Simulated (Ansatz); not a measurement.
Consider an atomisation energy of CHNOZn, SMILES C1=[N][Zn][O]1 (Ansatz 0.2.0 through its Python package).

`chnozn_tae.py`
```python
'''Energy to split CHNOZn into its atoms.'''

from collections import Counter

import ansatz

SETTINGS = {
    'basis_set': 'def2-SVPD',
    'functional': 'r2scan0',
}


def energy_of(molecule, charge=0, unpaired=0):
    calc = (
        molecule.calculation()
        .basis(gaussian=SETTINGS['basis_set'])
        .functional(SETTINGS['functional'])
    )
    if charge:
        calc = calc.charge(charge)
    if unpaired:
        calc = calc.spin('collinear', total=unpaired)
    return calc.run(threads=1, pin='off').report['free_energy_ev']

GEOMETRY = '''
C    -0.23550    0.49610   -0.22530
N     0.27850    0.16670    0.86040
Zn    0.74180   -1.47430    0.70970
O    -0.00400   -0.71280   -0.77460
H    -0.73100    1.45070   -0.61150
'''


def main() -> None:
    system = ansatz.Crystal.molecule()
    for line in GEOMETRY.strip().splitlines():
        symbol, *xyz = line.split()
        system = system.atom(symbol, [float(v) for v in xyz])

    # unpaired electrons of the ground-state atoms
    unpaired = {'C': 2, 'N': 3, 'Zn': 0, 'O': 2, 'H': 1}
    counts = Counter(site.symbol for site in system.cartesian_sites)
    atom_energy = {s: energy_of(ansatz.Crystal.molecule().atom(s, (0, 0, 0)), 0, unpaired[s]) for s in counts}
    whole = energy_of(system, 0, 0)
    for s, e in atom_energy.items():
        print(f'{s:2s} x{counts[s]}  {e:14.5f} eV')
    print(f'CHNOZn: {whole:.5f} eV')
    split = sum(counts[s] * e for s, e in atom_energy.items()) - whole
    print(f'atomisation energy (no zero-point term): {split:.3f} eV, {split / sum(counts.values()):.3f} eV an atom')


if __name__ == '__main__':
    main()
```

What does it cost to take this molecule apart into atoms?

13.840 eV from the electronic energies, without the zero-point term.

The output:

Running `python chnozn_tae.py` prints:
```text
C  x1     -1028.29590 eV
N  x1     -1483.47621 eV
Zn x1    -48411.13461 eV
O  x1     -2039.97184 eV
H  x1       -13.58464 eV
CHNOZn: -52990.30272 eV
atomisation energy (no zero-point term): 13.840 eV, 2.768 eV an atom
```

Reading the output:
- Total energies depend on the basis set; only differences at equal settings carry meaning.
- The geometry is a force-field or estimated start, not a minimum of this method, and the basis set is short of its limit. All parts are taken at fixed geometry, without zero-point energy.
- Run time: 9 s on 1 thread of Arm Neoverse V2, with other jobs on the host, peak memory 0.28 GiB.

(Lines on the test bed's own set-up are left out of the output.)
